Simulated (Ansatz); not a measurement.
BiTe:

```
Bi Te
1.0
     2.42271    1.39875    3.31729
    -2.42271    1.39875    3.31729
     0.00000   -2.79750    3.31729
Bi Te
1 1
Direct
  0.50000 0.50000 0.50000
  0.00000 0.00000 0.00000
```

The cell comes from a database or a generator and needn't be the stable form of this composition.

```yaml
Program: Ansatz 0.2.0
Task: relaxation of cell and atoms
Functional: revPBE
Dispersion: D3(BJ)
Potentials_or_basis: Ansatz PAW
Cutoff: "420 eV (not typed: the program's choice for these potentials)"
k_mesh: 7 × 7 × 7
Occupations: fermi-dirac, width 0.05 eV
Spin: no spin polarisation
```

At the start: volume 33.72 Å³/atom.

Where does the relaxation end?

It ends after 6 steps and the volume is 31.12 Å³/atom (-7.7 %); space group R-3m (No. 166, to 0.05 Å).

Step by step:
```
step  energy change (eV)  largest force (eV/Å)  volume (Å³)
   1              0.0000                0.0000        67.45
   2             -0.0377                0.0000        61.43
   3             -0.0495                0.0000        63.03
   4             -0.0523                0.0000        62.80
   5             -0.0536                0.0000        62.24
   6             -0.0528                0.0000        62.24
```

Final structure:
```xyz
2
Lattice="2.4190 1.3966 3.0702 -2.4190 1.3966 3.0702 0.0000 -2.7933 3.0702" Properties=species:S:1:pos:R:3 pbc="T T T"
Bi    0.0000    0.0000    4.6053
Te    0.0000    0.0000    0.0000
```

Caveat: the plane-wave basis is chosen anew once the cell has moved, so the energies of steps on either side of that aren't comparable; pairwise dispersion overbinds metals, which lowers pressure and volume; the PAW data sets come from PBE, with cores solved anew for the run's functional, which leaves a small shift of forces and pressure.
